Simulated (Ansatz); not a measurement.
# GeH₄ + CH₃ radical: a complex and its separated parts

The complex below is one end of an elementary step. How strongly is it bound against its free parts?

The runs use Ansatz 0.2.0, Gaussian basis; PBE0-D4/def2-TZVP structures, single points in def2-TZVPP, no counterpoise correction.

Levels: SPW92, PBE-D4, BLYP-D4, r2SCAN-D4, B97M-V, PBE0-D4, B3LYP-D4, r2SCAN0-D4, BHLYP-D4, CAM-B3LYP-D4, wB97X-V, wB97M-V, B2PLYP, PBE-QIDH, RPA on PBE, Hartree-Fock, MP2, CCSD, CCSD(T).

Cores are frozen in the correlated methods. Filled d shells of the heavier atoms are correlated. Orbitals are unrestricted. B3LYP uses VWN-RPA correlation. B2PLYP carries no dispersion term here.

94 further runs of the same task are left out: 94 set aside as unsound or not needed.

## Step 1: Starting geometry

The complex: 9 atoms, charge 0, spin multiplicity 2.

Atoms are counted from 1 here; the program's logs count them from 0.

Bond lengths: H1–Ge3 1.535 Å, C2–H4 1.080 Å, C2–H5 1.080 Å, C2–H6 1.080 Å, Ge3–H7 1.535 Å, Ge3–H8 1.535 Å, Ge3–H9 1.535 Å. Angles: H4–C2–H5 120.0°, H4–C2–H6 120.0°, H5–C2–H6 120.1°, H1–Ge3–H7 109.7°, H1–Ge3–H8 109.6°, H1–Ge3–H9 109.6°, H7–Ge3–H8 109.3°, H7–Ge3–H9 109.3°, H8–Ge3–H9 109.3°.

As a file:

```
H     0.15532    0.30005   -0.25378
C    -1.14713   -1.61858    1.43076
Ge    0.91616    1.29318   -1.14331
H    -0.75005   -1.12287    2.30441
H    -2.10525   -1.32149    1.03030
H    -0.58585   -2.41158    0.95880
H    -0.08293    2.16926   -1.91186
H     1.80899    2.18738   -0.27171
H     1.79073    0.52444   -2.14361
```

Its parts: GeH₄ holds atoms 1, 3, 7, 8, 9; CH₃ radical holds atoms 2, 4, 5, 6. Each part counts its atoms afresh in its own runs.

## Step 2: Relaxing GeH₄ alone

Input file relax-a/in.yaml:

```yaml
crystal:
  periodic: [false, false, false]
  atoms:
    - {symbol: H, position_ang: [0.155318, 0.300051, -0.253783]}
    - {symbol: Ge, position_ang: [0.916164, 1.293181, -1.143310]}
    - {symbol: H, position_ang: [-0.082927, 2.169261, -1.911859]}
    - {symbol: H, position_ang: [1.808989, 2.187377, -0.271711]}
    - {symbol: H, position_ang: [1.790734, 0.524443, -2.143607]}
basis:
  gaussian: {orbitals: def2-TZVP}
hamiltonian: {xc: pbe0, dispersion: d4}
relax: {f_tol: 0.005, max_steps: 200}
```

Launch:

```bash
> ansatz run in.yaml --threads 4 --pin off --events-out ev --progress --plain --max-ram 9574MiB
```

After this run come: Relaxing CH₃ radical alone; SPW92/def2-TZVPP; PBE-D4/def2-TZVPP; BLYP-D4/def2-TZVPP; r2SCAN-D4/def2-TZVPP; B97M-V/def2-TZVPP; PBE0-D4/def2-TZVPP; B3LYP-D4/def2-TZVPP; r2SCAN0-D4/def2-TZVPP; BHLYP-D4/def2-TZVPP; CAM-B3LYP-D4/def2-TZVPP; wB97X-V/def2-TZVPP; wB97M-V/def2-TZVPP; B2PLYP/def2-TZVPP; PBE-QIDH/def2-TZVPP; RPA on PBE/def2-TZVPP; CCSD(T)/def2-TZVPP; Vibrations of GeH₄; Vibrations of CH₃ radical.

Q: Predict the outcome of this session. Wanted: complex less parts, CCSD(T)/def2-TZVPP; with zero-point energy; largest T1 diagnostic.

The runs gave:

| quantity | value |
| --- | --- |
| complex less parts, CCSD(T)/def2-TZVPP | -0.0081 eV |
| with zero-point energy | +0.0087 eV |
| largest T1 diagnostic | 0.012 |

At CCSD(T) the complex lies 0.0081 eV below its parts. Among the functionals r2SCAN-D4 lands nearest to CCSD(T) (-0.0045 eV) and SPW92 farthest (-0.0586 eV). Mean unsigned error by rung: LDA 0.0586, GGA 0.0195, meta-GGA 0.0105, hybrid 0.0091, range-separated hybrid 0.0077, double hybrid 0.0092 eV. PBE-D4 gives a relative energy 0.0276 eV too low, an error of 339 % of the reference. No counterpoise was applied, and triple zeta lacks some correlation, so the CCSD(T) reference has a basis error of its own, and close matches with it are partly luck.
